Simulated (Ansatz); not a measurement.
CH6SSiTe, SMILES C[Te][SiH2]S, a rigid scan of one bond length

Computed with Ansatz 0.2.0 through its Python package.

`ch6ssite.py`
```python
"""Potential curve of CH6SSiTe along one bond."""

import logging
import sys
import warnings

import ansatz as az
import numpy as np

logging.basicConfig(stream=sys.stdout, format="[%(levelname)s] %(message)s")
log = logging.getLogger("ansatz_job")
log.setLevel(logging.INFO)

GEOMETRY = """
C    -1.13700    1.06220   -0.66770
Te   -1.57380   -0.97970   -0.36180
Si    0.54030   -1.22880    0.86360
S     2.30140   -0.95650   -0.46880
H    -0.30370    1.21920   -1.36180
H    -0.98730    1.61900    0.29150
H    -2.04390    1.57670   -1.15320
H     0.67250   -2.56100    1.45570
H     0.64870   -0.21040    1.99250
H     1.96600    0.40810   -0.58700
"""


def main() -> None:
    warnings.simplefilter("ignore", az.DeckWarning)

    molecule = az.Crystal.molecule()
    for line in GEOMETRY.strip().splitlines():
        symbol, *xyz = line.split()
        molecule = molecule.atom(symbol, [float(v) for v in xyz])

    symbols = [site.symbol for site in molecule.cartesian_sites]
    start = np.array([site.position_ang for site in molecule.cartesian_sites])
    axis = (start[5] - start[0]) / np.linalg.norm(start[5] - start[0])
    moving = [5]
    lengths, energies = [0.95, 1.03, 1.12, 1.23, 1.4, 1.68, 2.01, 2.46], []
    for length in lengths:
        xyz = start.copy()
        xyz[moving] += (length - np.linalg.norm(start[5] - start[0])) * axis
        point = az.Crystal.molecule()
        for symbol, place in zip(symbols, xyz):
            point = point.atom(symbol, place.tolist())
        model = point.calculation().basis(gaussian="def2-SVP").functional("r2scan").spin("collinear")
        rep = model.run().report
        energies.append(rep["free_energy_ev"])
        log.info(f"r = {length:6.3f} A  E = {energies[-1]:.5f} eV  <S^2> = {abs(rep['mean_field']['state']['spin_squared']):.3f}")

    print("energy above the lowest point (eV):", [round(e - min(energies), 3) for e in energies])


if __name__ == "__main__":
    main()
```

```console
$ python ch6ssite.py
[INFO] r =  0.950 A  E = -27135.40621 eV  <S^2> = 0.000
[INFO] r =  1.030 A  E = -27135.82194 eV  <S^2> = 0.000
[INFO] r =  1.120 A  E = -27135.90813 eV  <S^2> = 0.000
[INFO] r =  1.230 A  E = -27135.69101 eV  <S^2> = 0.000
[INFO] r =  1.400 A  E = -27135.02874 eV  <S^2> = 0.000
[INFO] r =  1.680 A  E = -27133.75593 eV  <S^2> = 0.000
[INFO] r =  2.010 A  E = -27132.48737 eV  <S^2> = 0.148
[INFO] r =  2.460 A  E = -27131.71738 eV  <S^2> = 0.718
energy above the lowest point (eV): [0.502, 0.086, 0.0, 0.217, 0.879, 2.152, 3.421, 4.191]
```

What to keep in mind:
- Total energies depend on the basis set; only differences at equal settings carry meaning.
- The rest of the molecule is held rigid at a force-field or estimated start geometry, and the basis set is modest; single-reference methods fail as a bond breaks.
- def2 sets replace the cores of elements past krypton by effective core potentials.
- The expectation value of S² is noticeably off S(S+1) in at least one run, so that state is spin-contaminated.
- It ran for 2.8 min on 1 thread of Arm Neoverse V2, with other jobs on the host, peak memory 0.39 GiB.

(Lines on the test bed's own set-up are left out of the output.)
